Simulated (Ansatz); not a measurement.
# Si started on a Cs site and Si started on a Cs site in perovskite CsCaF3, 40 atoms, charge 0, part 3 of 3

Ansatz 0.2.0, PAW.

## 4. r²SCAN single point

Contents of in.yaml:

```yaml
crystal:
  lattice:
    - [8.988828, 0.000000, 0.000000]
    - [0.000000, 8.988828, 0.000000]
    - [0.000000, 0.000000, 8.988828]
  atoms:
    - { symbol: Cs, position: [0.016414, 0.984297, 0.002707] }
    - { symbol: Cs, position: [0.010839, 0.500999, 0.001999] }
    - { symbol: Cs, position: [0.021803, 0.513898, 0.497028] }
    - { symbol: Cs, position: [0.499696, 0.989903, 0.001715] }
    - { symbol: Cs, position: [0.486759, 0.979197, 0.496724] }
    - { symbol: Cs, position: [0.490707, 0.510303, 0.017491] }
    - { symbol: Si, position: [0.932348, 0.068587, 0.427258] }
    - { symbol: Si, position: [0.537157, 0.463049, 0.597933] }
    - { symbol: Ca, position: [0.257527, 0.241215, 0.256285] }
    - { symbol: Ca, position: [0.242689, 0.247601, 0.748632] }
    - { symbol: Ca, position: [0.252458, 0.748322, 0.257464] }
    - { symbol: Ca, position: [0.254131, 0.746781, 0.748160] }
    - { symbol: Ca, position: [0.738079, 0.262916, 0.244416] }
    - { symbol: Ca, position: [0.771552, 0.229288, 0.728886] }
    - { symbol: Ca, position: [0.759740, 0.743565, 0.256458] }
    - { symbol: Ca, position: [0.753211, 0.757977, 0.748539] }
    - { symbol: F, position: [0.248602, 0.245293, 0.001181] }
    - { symbol: F, position: [0.260668, 0.254041, 0.503106] }
    - { symbol: F, position: [0.254122, 0.746889, 0.002004] }
    - { symbol: F, position: [0.259217, 0.741620, 0.502972] }
    - { symbol: F, position: [0.752879, 0.247834, 0.988540] }
    - { symbol: F, position: [0.649541, 0.350572, 0.493838] }
    - { symbol: F, position: [0.755415, 0.752241, 0.001173] }
    - { symbol: F, position: [0.746673, 0.739737, 0.503144] }
    - { symbol: F, position: [0.994634, 0.209484, 0.274082] }
    - { symbol: F, position: [0.001640, 0.272444, 0.758666] }
    - { symbol: F, position: [0.005350, 0.729180, 0.231479] }
    - { symbol: F, position: [0.999576, 0.728134, 0.762689] }
    - { symbol: F, position: [0.501587, 0.231113, 0.233410] }
    - { symbol: F, position: [0.505643, 0.303341, 0.717029] }
    - { symbol: F, position: [0.509490, 0.760555, 0.241172] }
    - { symbol: F, position: [0.505015, 0.750536, 0.768259] }
    - { symbol: F, position: [0.271717, 0.995503, 0.231804] }
    - { symbol: F, position: [0.272499, 0.001317, 0.762679] }
    - { symbol: F, position: [0.240326, 0.491318, 0.241055] }
    - { symbol: F, position: [0.250503, 0.495888, 0.768538] }
    - { symbol: F, position: [0.790540, 0.006614, 0.274978] }
    - { symbol: F, position: [0.728880, 0.999028, 0.758502] }
    - { symbol: F, position: [0.769601, 0.499459, 0.233681] }
    - { symbol: F, position: [0.696754, 0.494942, 0.716679] }
  symmetry: { detect: false }
kpoints:
  mp_grid: { grid: [1, 1, 1], shift: [0.25, 0.25, 0.25] }
hamiltonian:
  xc: r2scan
scf:
  occupations: { method: fermi_dirac, width: 0.01 }
output:
  forces: true
  eigenvalues: true
  populations: true
  eigenstates: { kpoints: [[0.25, 0.25, 0.25]], e_range: [-6.0, 6.0], localisation: true }
```

Launch:

```
$ ansatz run in.yaml --threads 8 --pin off --max-ram 13300MiB --runs-dir r --events-out ev --progress --plain
```

Log:

```text
Pseudopotentials: kind: paw
Functional definition: r2SCAN
  parameter k0 = 0.174
  parameter k1 = 0.065
  parameter a1 = 4.9479
  exchange = r2scan_x(k0 = k0, k1 = k1, a1 = a1)
  correlation = r2scan_c
Crystal: 40 atoms, lattice volume = 726.289 Å³
Basis set: ecut = 500 eV, 18349 PW (Γ), exchange–correlation on 288×288×288 points (64 copies of the dense FFT grid, shifted against one another)
Bands: 195, of which v1, the nominal top of the filled ones, is band 155 counted from 1 (154 counted from 0)
Symmetry: 1 space group operations
k-points: 1
Non-local potential: Cs, projectors of the file, l = 0: 3, l = 1: 2, l = 2: 2, l = 3: 2
Non-local potential: Si, projectors of the file, l = 0: 2, l = 1: 2, l = 2: 2
Non-local potential: Ca, projectors of the file, l = 0: 3, l = 1: 2, l = 2: 2
Non-local potential: F, projectors of the file, l = 0: 2, l = 1: 2, l = 2: 1
PAW form: soft (Blöchl's): semilocal exchange-correlation on the pseudo side does not see the compensation charge
PAW frozen core: Cs, regenerated for the run's functional (the file was generated under x = pbe(κ = 0.804, μ = 0.2195149727645171), c = pbe(β = 0.06672455060314922))
PAW frozen core: Si, regenerated for the run's functional (the file was generated under x = pbe(κ = 0.804, μ = 0.2195149727645171), c = pbe(β = 0.06672455060314922))
PAW frozen core: Ca, regenerated for the run's functional (the file was generated under x = pbe(κ = 0.804, μ = 0.2195149727645171), c = pbe(β = 0.06672455060314922))
PAW frozen core: F, regenerated for the run's functional (the file was generated under x = pbe(κ = 0.804, μ = 0.2195149727645171), c = pbe(β = 0.06672455060314922))
PAW one-centre angular grid: Cs, 302 points (default); XC on 160 Gauss nodes
PAW one-centre angular grid: Si, 302 points (default); XC on 160 Gauss nodes
PAW one-centre angular grid: Ca, 302 points (default); XC on 160 Gauss nodes
PAW one-centre angular grid: F, 302 points (default); XC on 160 Gauss nodes
Initial density: superposition of atomic densities (neutral atoms: chi_scale 0, normalization atom), corrected by the library's trained network
Initial wavefunctions: pseudopotential atomic-orbital guess
Functional: x = r2scan, c = r2scan; τ floored in thin density (d = 2e-4 eV/Å³)
SCF iter   1: F=—  HF=-69469.132145 eV  |F-HF|=—  |Δ(HF+E_count)|=         —  Δρ=8.88e-3  dr2=9.78e-1  dr2_τ=8.07e-1  ethr=1.77e-3  ⟨swp⟩=9.0  Hψ=1032  notcnv=0  defer=22
preconditioner: auto → Resta (q_TF=auto, 2.367 Å⁻¹)  ε∞=3.7  [insulator: Δε(μ)=1.818 eV  Ē_g=11.492 eV  σ=0.010 eV  W_gap=1.00  n_scr=170 (ndim 8)  ℏωp=18.8 eV  f_vac=0.062  D(μ)=0.00/eV (n_scr^D=0)  ε∞_Penn≈3.7]
SCF iter   2: F=—  HF=-69469.903610 eV  |F-HF|=—  |Δ(HF+E_count)|=   7.71e-1  Δρ=4.22e-3  dr2=2.56e-1  dr2_τ=8.46e-3  ethr=3.15e-4  ⟨swp⟩=3.0  Hψ=377  notcnv=0  defer=36
SCF iter   3: F=—  HF=-69469.829006 eV  |F-HF|=—  |Δ(HF+E_count)|=   7.46e-2  Δρ=1.55e-3  dr2=4.22e-2  dr2_τ=1.56e-3  ethr=8.26e-5  ⟨swp⟩=3.0  Hψ=259  notcnv=0  defer=36
SCF iter   4: F=—  HF=-69469.819123 eV  |F-HF|=—  |Δ(HF+E_count)|=   9.88e-3  Δρ=7.42e-4  dr2=5.33e-3  dr2_τ=2.07e-4  ethr=1.36e-5  ⟨swp⟩=3.0  Hψ=326  notcnv=0  defer=36
SCF iter   5: F=—  HF=-69469.819368 eV  |F-HF|=—  |Δ(HF+E_count)|=   2.45e-4  Δρ=3.13e-4  dr2=5.45e-4  dr2_τ=4.36e-5  ethr=1.72e-6  ⟨swp⟩=2.0  Hψ=307  notcnv=0  defer=36
SCF iter   6: F=—  HF=-69469.819416 eV  |F-HF|=—  |Δ(HF+E_count)|=   4.85e-5  Δρ=1.45e-4  dr2=1.03e-4  dr2_τ=8.58e-6  ethr=1.76e-7  ⟨swp⟩=2.0  Hψ=310  notcnv=0  defer=36
SCF iter   7: F=—  HF=-69469.819420 eV  |F-HF|=—  |Δ(HF+E_count)|=   3.22e-6  Δρ=3.88e-5  dr2=1.11e-5  dr2_τ=6.35e-7  ethr=3.33e-8  ⟨swp⟩=2.0  Hψ=306  notcnv=0  defer=36
SCF iter   8: F=—  HF=-69469.820194 eV  |F-HF|=—  |Δ(HF+E_count)|=   7.74e-4  Δρ=1.31e-5  dr2=1.37e-6  dr2_τ=7.30e-8  ethr=3.59e-9  ⟨swp⟩=2.0  Hψ=292  notcnv=0  defer=36
SCF iter   9: F=—  HF=-69469.820194 eV  |F-HF|=—  |Δ(HF+E_count)|=   4.68e-7  Δρ=8.59e-6  dr2=3.72e-7  dr2_τ=2.93e-8  ethr=4.43e-10  ⟨swp⟩=2.0  Hψ=306  notcnv=0  defer=36
SCF iter  10: F=-69469.820194 eV  HF=-69469.820194 eV  |F-HF|=6.21e-9  |Δ(HF+E_count)|=   3.74e-8  Δρ=1.60e-6  dr2=2.20e-8  dr2_τ=1.57e-9  ethr=3.23e-11  ⟨swp⟩=15.0  Hψ=1187  notcnv=0
SCF 1 converged in 10 iterations: F = -69469.820194 eV  dr2 = 2.20e-8
NSCF: frozen V_eff on 1 k-points
SCF converged after 10 iterations
Free energy (F): -69469.820194 eV
Harris-Foulkes:  -69469.820194 eV  (|F-HF|=6.21e-9)
Internal energy: -69469.820194 eV  (E = F + TS)
E sigma→0 (E₀):  -69469.820194 eV
Fermi energy:    8.017196 eV
--- Per-component energies (eV) ---
  E_band       = -2403.455645
  E_kinetic    = 8184.069245
  E_local      = -23962.525111  (includes V_loc(G=0)·N_el)
  E_nonlocal   = 2475.519461
  E_hartree    = 9065.942017
  E_xc         = -4098.732060
  E_vxc        = -5303.522210  (∫ρ·V_xc dr)
  E_paw        = -43378.817743  (= ΣΔE_a)
  E_vpaw       = -2275.407959  (= ΣTr[D̂ρ^β])
  E_aug_tail   = 0.024881  (compensation charges beyond the density's cutoff)
  E_vtau       = 346.501674  (kinetic-family band-sum trace: ∫τ·v_τ [+ j·A + Jᵃ·Aᵃ] dr)
  E_ewald      = -17752.928575
  E_core_change = -2.372309  (= ΣΔE_core)
  E_smearing   = -0.000000  (= −TS)
  E_closure    = 0.000000  (closes the sum)
  Σ components = -69469.820194   (vs F -69469.820194, Δ=0.00e0)
--- Forces (eV/Å), atoms counted from 1 ---
  atom   1  Cs    -0.04731225     0.04760494    -0.03485376
  atom   2  Cs    -0.05041770    -0.05366570    -0.00806255
  atom   3  Cs    -0.05350708    -0.03551143     0.01117294
  atom   4  Cs     0.05415806     0.05144359    -0.00648285
  atom   5  Cs     0.03682867     0.05321977     0.01416439
  atom   6  Cs     0.04365640    -0.04401408    -0.00424066
  atom   7  Si     0.00081808    -0.00111050     0.02480059
  atom   8  Si     0.28702530    -0.28653413    -0.05567468
  atom   9  Ca    -0.07120812     0.00972395    -0.00715269
  atom  10  Ca     0.03560420    -0.02846443     0.00990255
  atom  11  Ca     0.01411089    -0.01250983     0.02068155
  atom  12  Ca    -0.02413280     0.02235683    -0.01582769
  atom  13  Ca     0.04198482    -0.04016381     0.05233554
  atom  14  Ca    -0.04754520     0.04661327    -0.04918355
  atom  15  Ca    -0.01274452     0.06856790    -0.00803252
  atom  16  Ca     0.02929486    -0.03675010     0.00949935
  atom  17  F      0.01776948     0.00343868     0.00463804
  atom  18  F      0.02325538     0.00263030     0.00089860
  atom  19  F     -0.00015014    -0.00074771     0.00019145
  atom  20  F      0.00241308    -0.00208215    -0.00050347
  atom  21  F     -0.00396168     0.00401242    -0.03654548
  atom  22  F     -0.16089001     0.15957274     0.14826471
  atom  23  F     -0.00305284    -0.01827001     0.00594936
  atom  24  F     -0.00318569    -0.02208024     0.00084323
  atom  25  F     -0.01246475    -0.02180553     0.01283744
  atom  26  F      0.03211857     0.01190552     0.02320976
  atom  27  F     -0.00176656     0.00202018    -0.00317918
  atom  28  F      0.01609886     0.02064851    -0.01311514
  atom  29  F     -0.01512203     0.00826474     0.02461730
  atom  30  F      0.03582157     0.14902752    -0.11457085
  atom  31  F     -0.01257283    -0.01834830     0.01915533
  atom  32  F     -0.00149788     0.00500671     0.01229651
  atom  33  F     -0.00182163     0.00082918    -0.00481563
  atom  34  F     -0.02070406    -0.01673177    -0.01340847
  atom  35  F      0.01862334     0.01454349     0.02028755
  atom  36  F     -0.00632708     0.00064847     0.01261612
  atom  37  F      0.02519653     0.00878679     0.00967391
  atom  38  F     -0.01115195    -0.03127957     0.02399257
  atom  39  F     -0.00800019     0.01555335     0.02636620
  atom  40  F     -0.14553050    -0.03640561    -0.11387345
  max |Σ_I F_I| component: 1.13e-3 eV/Å
--- Band table (eV) ---
  k-point 0: bands = ["-36.0876", "-35.7337", "-35.3829", "-35.3824", "-35.2582", "-35.2564", "-35.0530", "-34.9906", "-22.0284", "-21.2511", "-21.2405", "-20.5920", "-20.2705", "-19.5499", "-19.4064", "-19.2290", "-19.1306", "-18.8060", "-18.7907", "-18.7836", "-18.7418", "-18.6997", "-18.6828", "-18.6305", "-18.6118", "-18.5397", "-18.5116", "-18.4865", "-18.4539", "-18.4218", "-18.3483", "-18.3145", "-16.1703", "-16.1209", "-16.0687", "-16.0302", "-16.0220", "-16.0086", "-15.9829", "-15.8005", "-15.7560", "-15.7256", "-15.6569", "-15.6496", "-15.4481", "-15.4435", "-15.4104", "-15.3841", "-15.3537", "-15.3159", "-15.2791", "-15.2631", "-15.2245", "-15.1689", "-15.1592", "-14.9686", "-14.9683", "-14.9132", "-14.8768", "-14.8370", "-14.7763", "-14.6845", "-4.8672", "-3.0825", "-3.0451", "-2.9108", "-2.8880", "-2.8667", "-2.8183", "-2.7826", "-2.7636", "-2.7387", "-2.7157", "-2.6635", "-2.6328", "-2.5856", "-2.5629", "-2.5264", "-2.4396", "-2.4113", "-2.3911", "-2.3637", "-2.3258", "-2.3059", "-2.2410", "-1.5902", "-1.5547", "-1.1885", "-1.0465", "-0.8700", "-0.7171", "-0.5685", "-0.5214", "-0.4323", "0.0332", "0.1090", "0.2064", "0.3415", "0.3813", "0.4175", "0.4444", "0.4924", "0.5179", "0.5368", "0.5540", "0.5864", "0.6044", "0.6745", "0.6947", "0.7268", "0.7716", "0.7975", "0.8150", "0.8729", "0.9037", "0.9468", "1.0174", "1.0499", "1.0622", "1.0978", "1.1198", "1.1359", "1.1641", "1.1957", "1.2182", "1.2425", "1.2699", "1.2955", "1.2990", "1.3399", "1.3620", "1.3901", "1.3952", "1.4189", "1.4369", "1.4536", "1.4657", "1.4761", "1.4991", "1.5353", "1.5619", "1.5875", "1.6074", "1.6383", "1.6528", "1.7000", "1.7148", "1.7371", "1.7564", "1.8081", "1.8445", "1.8775", "2.9293", "3.8392", "7.1993", "8.8351", "9.2714", "9.3788", "9.5629", "10.3599", "10.6321", "10.7300", "10.9082", "10.9735", "11.0235", "11.1214", "11.1659", "11.1850", "11.2439", "11.2760", "11.3077", "11.4158", "11.4681", "11.4870", "11.5608", "11.5667", "11.6327", "11.6746", "11.7189", "11.7652", "11.7871", "11.8236", "11.8409", "11.8826", "11.9269", "11.9636", "12.0459", "12.0772", "12.1265", "12.2156", "12.2556", "12.2990", "12.3278", "12.4210", "12.4762"]
--- Löwdin populations: 40 sites ---
  site symbol       q [e]
     0     Cs      8.1084
     1     Cs      8.1008
     2     Cs      8.1125
     3     Cs      8.1024
     4     Cs      8.1128
     5     Cs      8.1071
     6     Si      4.1299
     7     Si      2.9914
     8     Ca      8.2432
     9     Ca      8.2394
    10     Ca      8.2457
    11     Ca      8.2445
    12     Ca      8.2554
    13     Ca      8.2935
    14     Ca      8.2412
    15     Ca      8.2389
    16      F      7.7928
    17      F      7.7806
    18      F      7.7933
    19      F      7.7936
    20      F      7.7897
    21      F      7.5313
    22      F      7.7934
    23      F      7.7807
    24      F      7.6100
    25      F      7.7849
    26      F      7.7920
    27      F      7.7932
    28      F      7.7896
    29      F      7.5728
    30      F      7.7938
    31      F      7.7800
    32      F      7.7912
    33      F      7.7939
    34      F      7.7943
    35      F      7.7785
    36      F      7.6102
    37      F      7.7836
    38      F      7.7884
    39      F      7.5722
  spilling = 0.007577 (of n_electrons = 310.000000)
```

It took 12 s on 8 threads of Intel Xeon 6975P-C, shared host; peak memory 2.5 GiB.

Spacing of the frontier levels at the single k point (¼, ¼, ¼): 1.64 eV (7.199 to 8.835 eV).

Frontier states and how far they spread:

```
level (eV)  spin  filling  atoms sharing it  main element  its share  largest atom
      0.00  both     2.00               2.6            Si       0.61    Si7 (0.60)
      1.64  both     0.00               3.8            Si       0.50    Si7 (0.49)
      2.07  both     0.00              10.5             F       0.45    Si8 (0.22)
      2.18  both     0.00               4.7            Si       0.47    Si8 (0.43)
```

On these atoms r²SCAN leaves forces up to 0.41 eV/Å (on Si8), as they were relaxed at another level of theory (and may have been on other k points).

## 5. Summary of results

What follows sums up all 3 parts.

```
             level                  time  top filled to lowest empty (eV)
PBEsol, relaxation  50 s (8 CPU threads)                             1.31
             HSE06  58 s (8 CPU threads)                             2.35
            r²SCAN  12 s (8 CPU threads)                             1.64
```

```
     quantity                              value
   relaxation  18 recorded steps, 4.53 eV gained
largest shift                       1.35 Å (F22)
```

**Reading.** Relaxation gains 4.53 eV, with shifts up to 1.35 Å (F22). At the same k points, PBEsol gives a spacing 1.04 eV smaller and r²SCAN gives a spacing 0.72 eV smaller than the 2.35 eV of HSE06. In a defect cell this spacing can involve defect levels, so it need not be the gap. The HSE06 single point took about 4.9 times as long as the r²SCAN one on the same kind of device.
